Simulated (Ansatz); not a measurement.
# C₂H₆AlNO: one species, many methods

The task here is to estimate one member of a computed series from the others.

Computed with Ansatz 0.2.0, Gaussian basis. Level: functionals in def2-TZVPP, the program's frozen cores in correlated methods.

Levels to be run: PBE-D4, r2SCAN-D4, PBE0-D4, B3LYP-D4, ωB97X-V, ωB97M-V, B2PLYP; CCSD(T)/def2-TZVPP; MP2/def2-QZVPP; extrapolation to the limit.

### Structure used throughout

All runs share one geometry, relaxed beforehand with PBE0-D4 in a triple-zeta def2 set.

SMILES `[CH3][AlH][C](=N)O`, 11 atoms, charge 0, spin multiplicity 1.

Atoms are counted from 1 here; the program's logs count them from 0.

Bond lengths: C1–Al2 1.947 Å, C1–H6 1.095 Å, C1–H7 1.096 Å, C1–H8 1.092 Å, Al2–C3 1.993 Å, Al2–H9 1.584 Å, C3–N4 1.272 Å, C3–O5 1.351 Å, N4–H10 1.016 Å, O5–H11 0.972 Å. Angles: Al2–C1–H6 111.2°, Al2–C1–H7 111.2°, Al2–C1–H8 112.5°, H6–C1–H7 106.5°, H6–C1–H8 107.6°, H7–C1–H8 107.6°, C1–Al2–C3 114.5°, C1–Al2–H9 124.2°, C3–Al2–H9 121.3°, Al2–C3–N4 125.3°, Al2–C3–O5 116.8°, N4–C3–O5 118.0°, C3–N4–H10 111.5°, C3–O5–H11 106.6°.

Set-up of the first run:

Input file in.yaml:

```yaml
crystal:
  periodic: [false, false, false]
  atoms:
    - {symbol: C, position_ang: [-1.533942, 0.514958, 1.023930]}
    - {symbol: Al, position_ang: [0.169517, 0.994629, 0.211399]}
    - {symbol: C, position_ang: [1.077393, -0.498086, -0.747026]}
    - {symbol: N, position_ang: [0.627096, -1.682482, -0.854952]}
    - {symbol: O, position_ang: [2.264896, -0.216310, -1.325354]}
    - {symbol: H, position_ang: [-1.414003, -0.301771, 1.744092]}
    - {symbol: H, position_ang: [-2.246250, 0.161983, 0.270068]}
    - {symbol: H, position_ang: [-1.997332, 1.353333, 1.548787]}
    - {symbol: H, position_ang: [0.814908, 2.439473, 0.281198]}
    - {symbol: H, position_ang: [-0.268495, -1.785414, -0.386154]}
    - {symbol: H, position_ang: [2.571514, -1.037314, -1.745490]}
basis:
  gaussian: {orbitals: def2-TZVPP}
hamiltonian: {xc: pbe, dispersion: d4}
output: {forces: true, orbitals: {seedname: orbitals}}
```

The run is started by

```
$ ansatz run in.yaml --threads 4 --pin off --events-out ev --progress --plain --max-ram 10444MiB
```

Steps of the session up to this table: PBE-D4 (GGA); r2SCAN-D4 (meta-GGA); PBE0-D4 (hybrid); B3LYP-D4 (hybrid); ωB97X-V (range-separated); ωB97M-V (range-separated); B2PLYP (double hybrid); CCSD(T) in def2-TZVPP; MP2 in def2-QZVPP.

One of the session's tables, all rows but one given; the rest of the session is left out.

| method | atomisation energy (kcal/mol) |
| --- | --- |
| PBE-D4 | 987.8 |
| r2SCAN-D4 | 964.5 |
| PBE0-D4 | 963.0 |
| B3LYP-D4 | 963.9 |
| ωB97X-V | ? |
| ωB97M-V | 966.9 |
| B2PLYP | 952.9 |
| HF/def2-TZVPP | 669.3 |
| MP2/def2-TZVPP | 951.9 |
| CCSD/def2-TZVPP | 917.2 |
| CCSD(T)/def2-TZVPP | 934.2 |
| MP2/CBS | 979.9 |
| CCSD(T)/CBS | 962.3 |

Estimate the missing values for ωB97X-V.

**Answer.** atomisation energy (kcal/mol): 965.6. In the column «atomisation energy (kcal/mol)» it lies between r2SCAN-D4 (964.5) and ωB97M-V (966.9).
